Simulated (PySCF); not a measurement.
# C5H3O3 radical: geometry, EPR parameters

What EPR parameters should C5H3O3 radical (`[O]C(=O)c1ccoc1`) show?

Programs: PySCF 2.14.0, with density-fitted response routines of our own. Each step states its level of theory. These are calculated values for one molecule in the gas phase, unless marked as measured. Atoms count from 0, in the outputs and in this text.

### Step 1. The starting structure

11 atoms, charge 0, multiplicity 2; geometry from: GFN2-xTB.

Bonds of the start (Å): O0–C1 1.21, C1–O2 1.21, C1–C3 1.59, C3–C4 1.42, C4–C5 1.36, C5–O6 1.35, O6–C7 1.33, C7–C3 1.37, C4–H8 1.07, C5–H9 1.07, C7–H10 1.07.

### Step 2. Relaxing the molecule at PBE0-D3(BJ)/def2-SVP

Job settings and geometry (Å):

```
{"job": {"xc": "PBE0", "basis": "def2-SVP", "d3": "d3bj", "grid": 1, "kind": "geom"}, "charge": 0, "multiplicity": 2}
O      2.447480     0.637510     0.890520
C      1.991400    -0.078040     0.029270
O      2.341870    -0.839870    -0.837060
C      0.404140     0.033100     0.059180
C     -0.501680    -0.646490    -0.790540
C     -1.726110    -0.225310    -0.375100
O     -1.620400     0.645320     0.646040
C     -0.327280     0.807070     0.914130
H     -0.254270    -1.331870    -1.572870
H     -2.712740    -0.465350    -0.717920
H     -0.031560     1.469260     1.702430
```

What it wrote:

```text
step   0  E = -417.14828348  max force = 0.026137
step   1  E = -417.15022476  max force = 0.014366
step   2  E = -417.15057648  max force = 0.022213
step   3  E = -417.15231968  max force = 0.038404
step   4  E = -417.15525953  max force = 0.031632
step   5  E = -417.08722958  max force = 0.188363
step   6  E = -417.14728133  max force = 0.093333
step   7  E = -417.15843365  max force = 0.041895
step   8  E = -417.16429798  max force = 0.024317
step   9  E = -417.16338532  max force = 0.024099
step  10  E = -417.16765613  max force = 0.010026
step  11  E = -417.16811257  max force = 0.005695
step  12  E = -417.16820920  max force = 0.001499
step  13  E = -417.16823747  max force = 0.000980
step  14  E = -417.16825040  max force = 0.000612
step  15  E = -417.16825863  max force = 0.001023
step  16  E = -417.16826896  max force = 0.001012
step  17  E = -417.16828320  max force = 0.000789
step  18  E = -417.16829491  max force = 0.000333
optimisation converged
```

Wall time 5 min (1 thread, shared host).

The steps of the relaxation: (the energy doesn't fall at every step)

```csv
step,energy from step 0 (eV),largest force component (eV/Å)
0,0.0000,1.3440
1,-0.0528,0.7387
2,-0.0624,1.1422
3,-0.1098,1.9748
4,-0.1898,1.6266
5,1.6614,9.6860
6,0.0273,4.7994
7,-0.2762,2.1543
8,-0.4358,1.2504
9,-0.4109,1.2392
10,-0.5272,0.5156
11,-0.5396,0.2928
12,-0.5422,0.0771
13,-0.5430,0.0504
14,-0.5433,0.0315
15,-0.5436,0.0526
16,-0.5438,0.0520
17,-0.5442,0.0406
18,-0.5445,0.0171
```

Distances of close pairs at the start and the end, largest changes first:

```csv
bond,before (Å),after (Å),change (Å)
C1–C3,1.591,1.456,-0.136
C1–O2,1.206,1.254,+0.049
O0–C1,1.209,1.254,+0.045
C3–C4,1.416,1.434,+0.019
C4–H8,1.069,1.087,+0.018
C7–H10,1.071,1.087,+0.016
C5–H9,1.072,1.087,+0.015
C5–O6,1.346,1.355,+0.009
```

The final coordinates are the input of the step that follows.

```csv
at the end point,value
point group (found at 0.08 Å tolerance),Cs
"rotational constants (GHz, main isotopes)","5.716, 1.546, 1.217"
dipole moment (D),3.70
⟨S²⟩,0.757
```

### Step 3. EPR parameters: B3LYP/IGLO-III+pcH-1

Job settings and geometry (Å):

```
{"job": {"kind": "epr"}, "charge": 0, "multiplicity": 2}
O      2.552386     0.783717     0.865189
C      1.858082     0.077066     0.096376
O      2.574405    -0.625085    -0.656610
C      0.402497     0.065304     0.072218
C     -0.449992    -0.704416    -0.787140
C     -1.716900    -0.368949    -0.429297
O     -1.701130     0.539682     0.576349
C     -0.428016     0.801167     0.876929
H     -0.142273    -1.403835    -1.560542
H     -2.698806    -0.675785    -0.779046
H     -0.239404     1.516464     1.673653
```

Level: UKS B3LYP, IGLO-III on C O, pcH-1 on H, non-relativistic, mean-field spin-orbit, GIAO.

What it wrote:

```text
UKS, coarse grid
  cycle   1  E = -417.62125999  |g| = 9.72e-01
  cycle   2  E = -407.32037686  |g| = 3.38e+00
  cycle   3  E = -417.71255595  |g| = 7.29e-01
  cycle   4  E = -417.98818366  |g| = 4.62e-01
  cycle   5  E = -418.06425067  |g| = 2.46e-01
  cycle   6  E = -418.07868754  |g| = 1.79e-01
  cycle   7  E = -418.09230021  |g| = 9.78e-02
  cycle   8  E = -418.09510540  |g| = 7.67e-02
  cycle   9  E = -418.09742071  |g| = 1.97e-02
  cycle  10  E = -418.09759567  |g| = 5.64e-03
  cycle  11  E = -418.09761007  |g| = 2.59e-03
  cycle  12  E = -418.09761395  |g| = 9.81e-04
UKS, final grid
  cycle   1  E = -418.09756800  |g| = 1.44e-03
  cycle   2  E = -418.09756601  |g| = 2.69e-03
  cycle   3  E = -418.09756879  |g| = 8.86e-04
  cycle   4  E = -418.09756909  |g| = 1.87e-04
  cycle   5  E = -418.09756913  |g| = 1.44e-04
  cycle   6  E = -418.09756915  |g| = 5.22e-05
  cycle   7  E = -418.09756915  |g| = 2.11e-05
E = -418.09756915 Eh   <S^2> = 0.7568 (exact 0.7500)
g shifts (ppm)      1          2          3
  rmc          -342       -342       -342
  gc             48         19         17
  oz_so        1504       4102      16474
  total        1210       3778      16148
hyperfine (MHz)  atom isotope    a_iso     a_fc   dipolar eigenvalues
    0   17O     -31.45     -31.45   -168.50     81.28     87.22
    1   13C     -39.68     -39.68    -11.63      2.61      9.01
    2   17O     -30.96     -30.96   -169.13     81.39     87.74
    3   13C     -11.07     -11.07     -1.09      0.42      0.66
    4   13C       5.51       5.51     -1.11     -0.80      1.91
    5   13C       0.67       0.67     -0.31     -0.29      0.61
    6   17O       0.30       0.30     -0.88      0.15      0.73
    7   13C       6.50       6.50     -1.98     -0.04      2.02
    8    1H       0.22       0.22     -2.45     -1.69      4.14
    9    1H       1.02       1.02     -0.54     -0.46      1.00
   10    1H       0.43       0.43     -2.30     -1.98      4.28
```

Run time: 95 s. Hardware: 1 thread, shared host.

Principal g values 2.00353, 2.00610, 2.01847; g(iso) = 2.00936, against 2.00232 for a free electron.

Mean a(iso) over the nuclei that a row names, and the largest dipolar term of the row (other rows stand at the frozen geometry):

```csv
nuclei,isotope,a(iso) (MHz),"a(iso) (G, at g = 2.0023)",largest dipolar term (MHz)
C1,13C,-39.7,-14.2,-11.6
"O0, O2",17O,-31.2,-11.1,-169.1
C3,13C,-11.1,-4.0,-1.1
C7,13C,6.5,2.3,2.0
C4,13C,5.5,2.0,1.9
H9,1H,1.0,0.4,1.0
C5,13C,0.7,0.2,0.6
H10,1H,0.4,0.2,4.3
O6,17O,0.3,0.1,-0.9
H8,1H,0.2,0.1,4.1
```

Mulliken spin populations:

```csv
atom,value (e)
O0,0.55
C1,-0.10
O2,0.55
C3,0.00
C4,0.01
C5,0.00
O6,0.00
C7,0.00
H8,0.00
H9,0.00
H10,0.00
```

In first order the couplings over 0.8 MHz of 1H give 2 distinct lines over 0.4 G, if the averaged nuclei exchange fast.

### Step 4. Summary of results

```
                            quantity                 value
                         point group                    Cs
rotational constants (main isotopes)  5.72, 1.55, 1.22 GHz
                      g(iso) (B3LYP)               2.00936
                                ⟨S²⟩    0.757 (exact 0.75)
  largest a(iso) (averaged by class)  13C on C1, -39.7 MHz
```

In words: Over 18 steps the energy fell by 0.545 eV; of the close pairs, C1–C3 changed most, 1.591 to 1.456 Å. The largest spin populations lie on O2 (0.55 e), O0 (0.55 e). The isotropic g lies 7.0 ppt above the free-electron value.
